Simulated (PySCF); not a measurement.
# [AgI2]-: relaxation and vibrations of the singlet

Aim: relax [AgI2]- as a singlet from a linear start, check by its vibrations whether the end is a minimum, and collect its spectrum and constants.

Program: PySCF 2.14.0. Level of theory: B3LYP, basis Ag def2-SVPD with ECP28, I def2-SVPD with ECP28, scalar-relativistic core potentials, no spin–orbit coupling, density fitting. These are calculated values, not measurements.

**1. The system as given**

3 atoms, charge -1, spin multiplicity 1.

Bond lengths: Ag1–I2 2.610 Å, Ag1–I3 2.610 Å. Angles: I2–Ag1–I3 180.0°.

```xyz
3
charge -1 multiplicity 1
Ag    0.0000    0.0000    0.0000
I     0.0000    0.0000    2.6100
I     0.0000    0.0000   -2.6100
```

**2. First SCF at the start**

One driver script runs all steps and calls PySCF; scf.py shows how it sets up the SCF of each step. The optimiser is the driver's own. After this first run the driver tries any further starts and a stability analysis.

Input file scf.py:

```python
from pyscf import gto, scf, dft
mol = gto.M(atom='''
Ag     0.000000     0.000000     0.000000
I      0.000000     0.000000     2.610000
I      0.000000     0.000000    -2.610000''',
    basis={'Ag': 'def2-SVPD', 'I': 'def2-SVPD'},
    ecp={'Ag': 'def2-SVPD', 'I': 'def2-SVPD'},
    charge=-1, spin=0)
mf = dft.RKS(mol, xc='B3LYP')
mf.grids.atom_grid = (50, 194)
aux = {'Ag': 'def2-universal-JKFIT', 'I': 'def2-universal-JKFIT'}
mf = mf.density_fit(auxbasis=aux)
mf.conv_tol = 1e-08
mf.diis_space = 10
mf.max_cycle = 60
mf.init_guess = 'huckel'
mf.verbose = 4
mf.kernel()
```

Run with:

```sh
OMP_NUM_THREADS=2 python axn.py task.json out
```

After this run come: Linear start, singlet: relaxation; Frequencies.

Before running it: what results should come out? Wanted: minimum; geometry; wavenumbers; dipole moment; highest occupied, lowest empty level; polar-tensor charge of Ag1; zero-point energy.

**Answer**, as computed:

| quantity | value |
| --- | --- |
| minimum | singlet, D∞h |
| geometry | Ag–I 2.687 Å (×2); I–Ag–I 180.0° |
| wavenumbers (cm⁻¹) | 58 (πu), 113 (σg+), 199 (σu+) |
| dipole moment (centre of mass) | 0.00 D |
| highest occupied, lowest empty level | -2.61, 2.39 eV |
| polar-tensor charge of Ag1 | +0.42 e |
| zero-point energy | 2.6 kJ/mol |
| entropy at 298.15 K | 328.5 J/(mol K) |

What this shows: The linear start keeps its D∞h symmetry and ends in a minimum. In the infrared the band at 199 cm⁻¹ (σu+) leads. Other starts or spin states, not run here, may lie lower. Spin–orbit coupling is left out.
